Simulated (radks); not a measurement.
# Zn⁴⁺ in [Ar] 3d8: an all-electron calculation

The task here is to estimate one member of a computed series from the others.

The numbers are computed with radks (a radial shooting solver on a logarithmic mesh, Libxc functionals) version 1 (scalar-relativistic Kohn-Sham, SCAN, spin-polarised, spherical densities, finite nucleus; open shells are filled with parallel spins first), except any that are marked as measured or tabulated.

### The system

| Item | Value |
| --- | --- |
| element | zinc (Z = 30) |
| charge | +4 |
| electrons | 26 |
| configuration | [Ar] 3d8 |
| nuclear rms radius | 3.9283 fm |

Outer shells as boxes (Hund's rule):

Zn⁴⁺
```
[Ar] core
3d [↑↓][↑↓][↑↓][↑ ][↑ ]
```

Set-up of the first run:

Input:

```text
Z 30
configuration [Ar] 3d8
relativity scalar-relativistic
functional scan,scan
spin polarised
nucleus finite rms 3.9283 fm
c 137.035999084
```

Steps of the session up to this table: Self-consistent calculation.

One of the session's tables, all rows but one given; the rest of the session is left out.

It belongs to the step «Radial structure». From the orbitals of this run (lengths in bohr):

```
  level      <r>  outermost maximum (interpolated)  90 % within  nodes
  1s up  0.05032                            0.0329       0.0899      0
1s down  0.05032                            0.0329       0.0899      0
  2s up   0.2259                             0.189        0.350      1
2s down   0.2257                             0.189        0.349      1
  2p up        ?                                 ?            ?      ?
2p down   0.1981                             0.152        0.324      0
  3s up   0.6703                             0.585        0.999      2
3s down   0.6723                             0.586         1.00      2
  3p up   0.6949                             0.588         1.06      1
3p down   0.6981                             0.589         1.07      1
  3d up   0.7655                             0.551         1.27      0
3d down   0.7780                             0.555         1.30      0
```

Estimate the missing values for 2p up.

As computed: <r>: 0.1983; outermost maximum (interpolated): 0.152; 90 % within: 0.324; nodes: 0. In the column «<r>» it lies between 2p down (0.1981) and 2s down (0.2257).

Limits of these values: Open shells are spherical and high-spin; term and fine-structure splittings are not resolved.
